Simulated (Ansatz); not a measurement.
# GeHBr: basis-set convergence

The task here is to estimate one member of a computed series from the others.

The runs use Ansatz 0.2.0, Gaussian basis; one geometry, several basis sets.

Plan: PBE0-D4/def2-SVP; ωB97M-V/def2-SVP; PBE0-D4/def2-QZVPP; ωB97M-V/def2-QZVPP; the functionals' def2-TZVPP values are taken from earlier runs.

## Structure used throughout

An earlier PBE0-D4 in a triple-zeta def2 set relaxation fixed the geometry.

SMILES `[GeH][Br]`, 3 atoms, charge 0, spin multiplicity 1.

Atoms are counted from 1 here; the program's logs count them from 0.

Bond lengths: Ge1–Br2 2.339 Å, Ge1–H3 1.598 Å. Angles: Br2–Ge1–H3 93.3°.

The first run:

File in.yaml:

```yaml
crystal:
  periodic: [false, false, false]
  atoms:
    - {symbol: Ge, position_ang: [0.359439, -0.859912, 0.093971]}
    - {symbol: Br, position_ang: [0.673599, 1.417223, 0.525914]}
    - {symbol: H, position_ang: [-1.044038, -0.622211, -0.633184]}
basis:
  gaussian: {orbitals: def2-SVP}
hamiltonian: {xc: pbe0, dispersion: d4}
output: {orbitals: {seedname: orbitals}}
```

Steps of the session up to this table: PBE0-D4 in def2-SVP; ωB97M-V in def2-SVP; PBE0-D4 in def2-QZVPP; ωB97M-V in def2-QZVPP.

One table of the session follows, with a row left open; its other results are not shown here.

It belongs to the step «Density functionals: the series». 

```
functional       basis  HOMO (eV)  LUMO (eV)
   PBE0-D4    def2-SVP      -7.02      -3.10
   PBE0-D4  def2-TZVPP      -7.09      -3.13
   PBE0-D4  def2-QZVPP      -7.12      -3.16
   ωB97M-V    def2-SVP      -9.08      -1.11
   ωB97M-V  def2-TZVPP      -9.19      -1.17
   ωB97M-V  def2-QZVPP          ?          ?
```

Q: Estimate the row for ωB97M-V, def2-QZVPP from the others.

The run gave: HOMO (eV): -9.22; LUMO (eV): -1.25. In the column «HOMO (eV)» it is the lowest.
